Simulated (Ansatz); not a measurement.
# CuSi16: the cost of one run

All numbers below are computed with Ansatz 0.2.0 (DFT LDA, plane waves, PAW, scalar-relativistic, collinear spin).

## Step 1: Starting point

The cell holds 17 atoms (CuSi16): a = 7.679 Å, b = 7.679 Å, c = 7.679 Å, α = 60.00°, β = 60.00°, γ = 60.00°.

The coordinates stand in the first input below.

## Step 2: Preparing the start

Contents of input.yaml:

```yaml
accuracy: low
crystal:
  lattice:
    - [0.0, 5.43, 5.43]
    - [5.43, 0.0, 5.43]
    - [5.43, 5.43, 0.0]
  atoms:
    - { symbol: Si, position: [0.0, 0.0, 0.0] }
    - { symbol: Si, position: [0.125, 0.125, 0.125] }
    - { symbol: Si, position: [0.0, 0.0, 0.5] }
    - { symbol: Si, position: [0.125, 0.125, 0.625] }
    - { symbol: Si, position: [0.0, 0.5, 0.0] }
    - { symbol: Si, position: [0.125, 0.625, 0.125] }
    - { symbol: Si, position: [0.0, 0.5, 0.5] }
    - { symbol: Si, position: [0.125, 0.625, 0.625] }
    - { symbol: Si, position: [0.5, 0.0, 0.0] }
    - { symbol: Si, position: [0.625, 0.125, 0.125] }
    - { symbol: Si, position: [0.5, 0.0, 0.5] }
    - { symbol: Si, position: [0.625, 0.125, 0.625] }
    - { symbol: Si, position: [0.5, 0.5, 0.0] }
    - { symbol: Si, position: [0.625, 0.625, 0.125] }
    - { symbol: Si, position: [0.5, 0.5, 0.5] }
    - { symbol: Si, position: [0.625, 0.625, 0.625] }
    - { symbol: Cu, position: [0.242855, 0.2494116, 0.7526285], spin: 1.0 }
magnetization:
  spin_polarized: true
basis:
  ecutwfc: 420.0
kpoints:
  mp_grid: { grid: [2, 2, 2] }
hamiltonian:
  xc: lda
  pseudopotentials: { kind: paw, azcp: { folder: soft_1 } }
scf:
  occupations: { method: fermi_dirac, width: 0.05 }
  lower_state_search: "off"
relax:
  f_tol: 0.08
  max_steps: 25
  adjacent_minimum: "off"
output:
  write_density: true
  write_potential: true
  elf: true
  volumetric_format: npy
```

Launch:

```console
> ansatz run input.yaml --threads 2 --pin off --max-ram 5120MiB --backend cpu --events-out ev --progress --plain --runs-dir out
```

**Question.** How long does this run take on 2 threads of Arm Neoverse V2, shared host, and how much memory does it need?

About 93 s, with a peak of 0.7 GiB.
